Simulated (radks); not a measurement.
# Se⁴⁺ in [Ar] 3d8 4s2 4d2: an all-electron calculation

Aim: the levels, the sizes of the orbitals and the parts of the energy of the selenium ion Se4+.

Method: scalar-relativistic Kohn-Sham, PBEsol, spin-polarised, spherical densities, finite nucleus; open shells are filled with parallel spins first. Code: radks (a radial shooting solver on a logarithmic mesh, Libxc functionals) version 1.

### 1 What is computed

| Property | Result |
| --- | --- |
| element | selenium (Z = 34) |
| charge | +4 |
| electrons | 30 |
| configuration | [Ar] 3d8 4s2 4d2 |
| nuclear rms radius | 4.14 fm |

The outer shells:

Se⁴⁺
```
[Ar] core
3d [↑↓][↑↓][↑↓][↑ ][↑ ]
4s [↑↓]
4d [↑ ][↑ ][  ][  ][  ]
```

### 2 The calculation

The run's settings:

```text
Z 34
configuration [Ar] 3d8 4s2 4d2 4p0 5s0
relativity scalar-relativistic
functional pbe_sol,pbe_sol
spin polarised
nucleus finite rms 4.14 fm
c 137.035999084
```

On the command line:

```bash
$ python run_ks.py task.json out
```

The same process makes all the runs of this session.

What does the calculation give?

**Answer**, as computed:

| quantity | value |
| --- | --- |
| total energy | -2418.10448 hartree |
| exchange-correlation share of it | 3.44 % |
| −T/E | 1.0205 |
| highest occupied level | 4d up, -36.691 eV |
| most extended occupied level | 4d up, <r> = 2.05 bohr |
| radius at density 0.001 e/bohr³ | 3.54 bohr |
| maxima of the radial density | 3 |

**Reading.** 4 principal shells are occupied and 3 maxima appear in the radial density; where shells overlap, one shows as a shoulder or not at all. Relativity lifts −T/E to 1.021. This is not the tabulated ground configuration, so its levels and sizes aren't those of the ground state, and no measured value stands beside it.
